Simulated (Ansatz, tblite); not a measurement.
**SiH2Me(NMeEt) (C4H13NSi): rung by rung**

Aim: run the singlet of SiH2Me(NMeEt) (C4H13NSi) at one geometry on many levels, and compare frontier levels, spin and run time.

The runs use Ansatz 0.2.0, Gaussian basis; as each input shows.

Levels to be run: GFN1-xTB, GFN2-xTB, PBE-D4/def2-TZVP, r2SCAN-D4/def2-TZVP, LC-ωPBE/def2-TZVP, HF/def2-TZVP, ωB97X-V/def2-TZVP, PBE-D4/def2-SVP, PBE0-D4/def2-SVP, HF/6-31G, B3LYP-D4/6-31G, PBE0-D4/def2-TZVPD, PBE-D4/def2-TZVPD, LC-ωPBE/def2-TZVPD, CCSD(T)/def2-SVP, MP2/def2-TZVP, RPA/def2-TZVP.

5 further runs of the same task are left out: 1 that didn't finish, 4 set aside as unsound or not needed.

## Step 1: The geometry

The geometry is that of the singlet, from an earlier relaxation (r2SCAN-D4/def2-SVP).

19 atoms, charge 0, spin multiplicity 1.

Bond lengths: Si1–H2 1.508 Å, Si1–H3 1.496 Å, Si1–C4 1.877 Å, Si1–N8 1.744 Å, C4–H5 1.102 Å, C4–H6 1.102 Å, C4–H7 1.102 Å, N8–C9 1.448 Å, N8–C10 1.456 Å, C9–H12 1.107 Å, C9–H13 1.110 Å, C9–H14 1.101 Å, C10–C11 1.529 Å, C10–H15 1.109 Å, C10–H16 1.104 Å, C11–H17 1.102 Å, C11–H18 1.102 Å, C11–H19 1.102 Å. Angles: H2–Si1–H3 107.0°, H2–Si1–C4 107.2°, H2–Si1–N8 114.9°, H3–Si1–C4 111.1°, H3–Si1–N8 105.9°, C4–Si1–N8 110.8°, Si1–C4–H5 109.6°, Si1–C4–H6 112.2°, Si1–C4–H7 111.3°, H5–C4–H6 107.1°, H5–C4–H7 108.2°, H6–C4–H7 108.3°, Si1–N8–C9 121.4°, Si1–N8–C10 120.8°, C9–N8–C10 114.7°, N8–C9–H12 110.4°, N8–C9–H13 114.2°, N8–C9–H14 110.6° and more.

PBE0-D4/def2-TZVP was run before; its log isn't repeated, and its numbers join the tables.

## Step 2: GFN1-xTB

Tight binding, by tblite at 300 K electronic temperature and without a spin-polarisation term:

```python
tblite.interface.Calculator('GFN1-xTB', numbers, positions, charge=0, uhf=0).singlepoint()
```

Energy -559.0268 eV, HOMO -10.50 eV, LUMO -4.48 eV; 0.043 s.

## Step 3: GFN2-xTB

Tight binding, by tblite at 300 K electronic temperature and without a spin-polarisation term:

```python
tblite.interface.Calculator('GFN2-xTB', numbers, positions, charge=0, uhf=0).singlepoint()
```

Energy -540.4160 eV, HOMO -9.52 eV, LUMO -4.33 eV; 0.037 s.

## Step 4: PBE-D4/def2-TZVP

start.molden holds the orbitals of an earlier run on this state, given as this run's starting guess.

The input, in.yaml:

```yaml
crystal:
  periodic: [false, false, false]
  atoms:
    - {symbol: Si, position_ang: [0.643620, 1.300492, 0.250688]}
    - {symbol: H, position_ang: [1.489907, 1.089772, 1.480963]}
    - {symbol: H, position_ang: [1.576119, 1.648590, -0.866265]}
    - {symbol: C, position_ang: [-0.529242, 2.718290, 0.619227]}
    - {symbol: H, position_ang: [0.049960, 3.636334, 0.811360]}
    - {symbol: H, position_ang: [-1.142900, 2.529612, 1.514682]}
    - {symbol: H, position_ang: [-1.204587, 2.909749, -0.229975]}
    - {symbol: N, position_ang: [-0.235861, -0.106774, -0.284114]}
    - {symbol: C, position_ang: [-1.431633, -0.554609, 0.399579]}
    - {symbol: C, position_ang: [0.407680, -1.117612, -1.111494]}
    - {symbol: C, position_ang: [1.094226, -2.247243, -0.342631]}
    - {symbol: H, position_ang: [-2.136496, -1.015718, -0.318961]}
    - {symbol: H, position_ang: [-1.244753, -1.300723, 1.199905]}
    - {symbol: H, position_ang: [-1.953464, 0.296830, 0.864122]}
    - {symbol: H, position_ang: [-0.353376, -1.548710, -1.794066]}
    - {symbol: H, position_ang: [1.148268, -0.614352, -1.757740]}
    - {symbol: H, position_ang: [1.555728, -2.968473, -1.036443]}
    - {symbol: H, position_ang: [1.885632, -1.851565, 0.314906]}
    - {symbol: H, position_ang: [0.381159, -2.803881, 0.286257]}
basis:
  gaussian: {orbitals: def2-TZVP, initial_orbitals: start.molden}
hamiltonian: {xc: pbe, dispersion: d4}
scf: {omitted_lower_state_checks: [starts]}
output: {orbitals: {seedname: orbitals}}
```

On the command line:

```sh
$ ansatz run in.yaml --threads 4 --pin off --events-out ev --progress --plain --max-ram 4787MiB
```

After this run come: r2SCAN-D4/def2-TZVP; LC-ωPBE/def2-TZVP; HF/def2-TZVP; ωB97X-V/def2-TZVP; PBE-D4/def2-SVP; PBE0-D4/def2-SVP; HF/6-31G; B3LYP-D4/6-31G; PBE0-D4/def2-TZVPD; PBE-D4/def2-TZVPD; LC-ωPBE/def2-TZVPD; CCSD(T)/def2-SVP; MP2/def2-TZVP; RPA/def2-TZVP.

Before running them: what should the planned runs give, taken together? Wanted: gap in def2-TZVP, named functionals and Hartree-Fock, smallest and largest; correlation energy, CCSD(T)/def2-SVP; correlation energy, MP2/def2-TZVP; binding an atom, CCSD(T)/def2-SVP; PBE0 total energy, smallest basis above largest.

The runs gave:

```
                                                                  quantity                            value
gap in def2-TZVP, named functionals and Hartree-Fock, smallest and largest  5.11 eV (PBE-D4), 13.03 eV (HF)
                                      correlation energy, CCSD(T)/def2-SVP                        -26.28 eV
                                         correlation energy, MP2/def2-TZVP                        -27.60 eV
                                         binding an atom, CCSD(T)/def2-SVP                         3.682 eV
                           PBE0 total energy, smallest basis above largest   9.11 eV (def2-SVP, def2-TZVPD)
```

Orbital gaps of the named functionals and Hartree-Fock in def2-TZVP span 5.11 eV (PBE-D4) to 13.03 eV (HF); exact exchange widens it. A small miss in a minimal or small basis is a cancelling of errors, not accuracy. The functionals in def2-TZVP miss CCSD(T)/def2-SVP by +0.158 (LC-ωPBE) to +0.224 eV (PBE-D4) an atom. The yardstick is in a double-zeta basis, so levels in larger sets aren't compared like for like. The reference is CCSD(T) in one finite basis, so it carries an error of its own, often a tenth of an eV or more, and near misses can't be ranked.
